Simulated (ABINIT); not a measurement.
The system is Ga.

```
Ga
1.0
     2.26150   -3.83050    0.00000
     2.26150    3.83050    0.00000
     0.00000    0.00000    4.52400
Ga
4
Direct
  0.34510 0.65490 0.41900
  0.15490 0.84510 0.91900
  0.65490 0.34510 0.58100
  0.84510 0.15490 0.08100
```

* Program: ABINIT 10.8.3 (patched build)
* Task: relaxation of cell and atoms
* Functional: LDA
* Potentials or basis: JTH PAW LDA v2.0
* Cutoff: 463 eV
* k mesh: 7 × 7 × 6
* Occupations: fermi-dirac, width 0.05 eV
* Spin: no spin polarisation

At the start: pressure -3.6 GPa; volume 19.59 Å³/atom.

**Question.** Where does the relaxation end?

**Answer.** Over 7 steps the energy falls by 17.1 meV/atom and the volume is 18.34 Å³/atom (-6.4 %); space group Cmce (No. 64, to 0.05 Å).

The path:
| step | energy change (eV) | largest force (eV/Å) | pressure (GPa) | volume (Å³) |
| --- | --- | --- | --- | --- |
| 1 | 0.0000 | 0.1334 | -3.63 | 78.38 |
| 2 | -0.0192 | 0.1137 | -3.10 | 77.51 |
| 3 | -0.0634 | 0.0518 | 0.61 | 72.75 |
| 4 | -0.0650 | 0.0375 | 0.01 | 73.40 |
| 5 | -0.0654 | 0.0357 | -0.03 | 73.44 |
| 6 | -0.0684 | 0.0279 | -0.10 | 73.44 |
| 7 | -0.0686 | 0.0242 | -0.03 | 73.36 |

Final structure:
```xyz
4
Lattice="2.1808 -3.7517 0.0000 2.1808 3.7517 0.0000 0.0000 0.0000 4.4833" Properties=species:S:1:pos:R:3 pbc="T T T"
Ga    2.1808    1.1675    1.8690
Ga    2.1808    2.5842    4.1107
Ga    2.1808   -1.1675    2.6142
Ga    2.1808   -2.5842    0.3726
```
